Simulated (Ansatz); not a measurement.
InRh:

```
CELL_PARAMETERS angstrom
3.19600 0.00000 0.00000
0.00000 3.19600 0.00000
0.00000 0.00000 3.19600
ATOMIC_POSITIONS crystal
In 0.50000 0.50000 0.50000
Rh 0.00000 0.00000 0.00000
```

| Item | Value |
| --- | --- |
| Program | Ansatz 0.2.0 |
| Task | relaxation of cell and atoms |
| Functional | RPBE |
| Potentials or basis | Ansatz PAW |
| Cutoff | 420 eV (not typed: the program's choice for these potentials) |
| k mesh | 8 × 8 × 8 |
| Occupations | fermi-dirac, width 0.05 eV |
| Spin | no spin polarisation |

At the start: volume 16.32 Å³/atom.

Where does the relaxation end?

It ends after 5 steps and the volume is 17.38 Å³/atom (+6.5 %); space group Pm-3m (No. 221, to 0.05 Å).

The path:
| step | energy change (eV) | largest force (eV/Å) | volume (Å³) |
| --- | --- | --- | --- |
| 1 | 0.0000 | 0.0000 | 32.65 |
| 2 | -0.0601 | 0.0000 | 34.97 |
| 3 | -0.0608 | 0.0000 | 34.78 |
| 4 | -0.0608 | 0.0000 | 34.76 |
| 5 | -0.0623 | 0.0000 | 34.76 |

Final structure:
```xyz
2
Lattice="3.2634 0.0000 0.0000 0.0000 3.2634 0.0000 0.0000 0.0000 3.2634" Properties=species:S:1:pos:R:3 pbc="T T T"
In    1.6317    1.6317    1.6317
Rh    0.0000    0.0000    0.0000
```

Caveat: the plane-wave basis is chosen anew once the cell has moved, so the energies of steps on either side of that aren't comparable; the PAW data sets come from PBE, with cores solved anew for the run's functional, which leaves a small shift of forces and pressure.
